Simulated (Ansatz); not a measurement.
Molecular dynamics of KCl

The input (input.yaml):

```yaml
crystal:
  lattice:
    - [8.886554, 0.0, 0.0]
    - [0.0, 6.283743, 0.0]
    - [0.0, 0.0, 19.664916]
  atoms:
    - { symbol: K, position: [0.0, 0.0, 0.05085197] }
    - { symbol: Cl, position: [0.24177274, -0.01527781, 0.14842661] }
    - { symbol: K, position: [0.77028201, 0.45953455, 0.14993921] }
    - { symbol: Cl, position: [0.5, 0.5, 0.05085197] }
    - { symbol: K, position: [0.28437715, 0.45968134, 0.14148164] }
    - { symbol: Cl, position: [0.0, 0.5, 0.05085197] }
    - { symbol: K, position: [0.5, 0.0, 0.05085197] }
    - { symbol: Cl, position: [0.76021854, -0.1005042, 0.15352282] }
    - { symbol: K, position: [0.55077481, 0.03544042, 0.28309664] }
    - { symbol: Cl, position: [0.8113758, 0.09570482, 0.38720398] }
    - { symbol: K, position: [0.24338904, 0.37886917, 0.3648103] }
    - { symbol: Cl, position: [0.02766037, 0.4690092, 0.24678106] }
    - { symbol: K, position: [0.76785214, 0.57341781, 0.34699772] }
    - { symbol: Cl, position: [0.49369354, 0.48571136, 0.26837811] }
    - { symbol: K, position: [0.03123865, -0.00718105, 0.26013082] }
    - { symbol: Cl, position: [0.2648291, -0.09510254, 0.35405867] }
basis:
  ecutwfc: 420.0
kpoints:
  mp_grid: { grid: [1, 2, 1] }
hamiltonian:
  xc: lda
scf:
  occupations: { method: fermi_dirac, width: 0.05 }
  lower_state_search: "off"
md:
  timestep: 2
  n_steps: 250
  ensemble: nve
  temperature: 750.0
  initial_velocities: maxwell_boltzmann
  seed: 270605
  constraints: [{ sites: [0, 3, 5, 6] }]
```

Command:

```bash
$ ansatz run input.yaml --threads 1 --pin off --max-ram 3072MiB --backend cpu --events-out ev --progress --plain --runs-dir out
```

It goes on from the last frame of an earlier run, with new velocities.

Output, in part (step lines):

```
md step     0: t =     0.00 fs  T =   750.0 K  F+E_penalty+E_count = -20350.65225584 eV  E_kin = 1.163340 eV  conserved = -20349.48891585 eV  (7 SCF iters)
md step     1: t =     2.00 fs  T =   750.8 K  F+E_penalty+E_count = -20350.65344825 eV  E_kin = 1.164528 eV  conserved = -20349.48892017 eV  (6 SCF iters)
md step     2: t =     4.00 fs  T =   751.7 K  F+E_penalty+E_count = -20350.65498252 eV  E_kin = 1.166054 eV  conserved = -20349.48892850 eV  (6 SCF iters)
md step     3: t =     6.00 fs  T =   752.9 K  F+E_penalty+E_count = -20350.65675810 eV  E_kin = 1.167816 eV  conserved = -20349.48894181 eV  (6 SCF iters)
md step     4: t =     8.00 fs  T =   754.1 K  F+E_penalty+E_count = -20350.65860767 eV  E_kin = 1.169648 eV  conserved = -20349.48895921 eV  (6 SCF iters)
md step     5: t =    10.00 fs  T =   755.1 K  F+E_penalty+E_count = -20350.66030585 eV  E_kin = 1.171325 eV  conserved = -20349.48898059 eV  (2 SCF iters)
md step     6: t =    12.00 fs  T =   755.9 K  F+E_penalty+E_count = -20350.66157320 eV  E_kin = 1.172569 eV  conserved = -20349.48900463 eV  (3 SCF iters)
md step     7: t =    14.00 fs  T =   756.3 K  F+E_penalty+E_count = -20350.66209188 eV  E_kin = 1.173061 eV  conserved = -20349.48903054 eV  (2 SCF iters)
[... lines left out ...]
md step   249: t =   498.00 fs  T =   419.9 K  F+E_penalty+E_count = -20350.13993935 eV  E_kin = 0.651311 eV  conserved = -20349.48862816 eV  (2 SCF iters)
md step   250: t =   500.00 fs  T =   423.2 K  F+E_penalty+E_count = -20350.14514803 eV  E_kin = 0.656486 eV  conserved = -20349.48866213 eV  (6 SCF iters)
```

The steps, from the saved trajectory:

```
time (fs)  T (K)  potential energy less start (eV)  conserved less start (meV/atom)
      0.0    750                             0.000                             0.00
     16.0    756                            -0.009                            -0.01
     32.0    711                             0.061                            -0.01
     48.0    651                             0.153                             0.01
     64.0    691                             0.092                             0.00
     80.0    737                             0.020                            -0.01
     96.0    726                             0.036                            -0.01
    112.0    665                             0.132                             0.00
    128.0    579                             0.265                             0.00
    144.0    535                             0.334                             0.01
    160.0    611                             0.215                             0.00
    176.0    729                             0.032                            -0.01
    192.0    764                            -0.022                            -0.01
    208.0    691                             0.092                             0.00
    224.0    588                             0.251                             0.01
    240.0    556                             0.301                             0.01
    256.0    633                             0.181                             0.01
    272.0    789                            -0.061                             0.00
    288.0    929                            -0.278                            -0.01
    304.0    952                            -0.314                            -0.01
    320.0    848                            -0.153                             0.00
    336.0    736                             0.022                             0.01
    352.0    694                             0.087                             0.00
    368.0    664                             0.133                             0.00
    384.0    611                             0.215                             0.00
    400.0    585                             0.256                             0.01
    416.0    617                             0.207                             0.00
    432.0    672                             0.121                             0.00
    448.0    715                             0.054                            -0.01
    464.0    694                             0.086                            -0.02
    480.0    548                             0.313                            -0.01
    496.0    420                             0.511                             0.02
```

All steps were run. The conserved energy stayed within 0.02 meV per atom of its start (net change 0.016 meV per atom), so the integration is sound. A run of 0.5 ps of so small a system gives no equilibrium averages. Limits of this set-up: coarse k mesh, thin slab, slab without dipole correction.

Mean squared displacements from the first frame to the last: K 1.02 Å², Cl 0.77 Å².

Last frame:

```xyz
16
Lattice="8.8866 0.0000 0.0000 0.0000 6.2837 0.0000 0.0000 0.0000 19.6649" Properties=species:S:1:pos:R:3
K 0.000 0.000 1.000
Cl 2.046 0.052 3.117
K 6.311 3.249 3.162
Cl 4.443 3.142 1.000
K 1.502 2.972 3.139
Cl 0.000 3.142 1.000
K 4.443 0.000 1.000
Cl 6.607 -0.066 2.812
K 4.276 0.505 5.267
Cl 6.364 0.258 7.272
K 2.353 4.324 7.023
Cl -0.025 3.198 5.719
K 6.131 3.308 7.201
Cl 4.254 3.434 4.983
K -0.209 0.342 6.137
Cl 2.191 1.206 7.572
```

The run took 16 min on 1 thread of Intel(R) Xeon(R) Platinum 8375C CPU @ 2.90GHz (Ice Lake), on a shared host, peak memory 1.1 GiB.
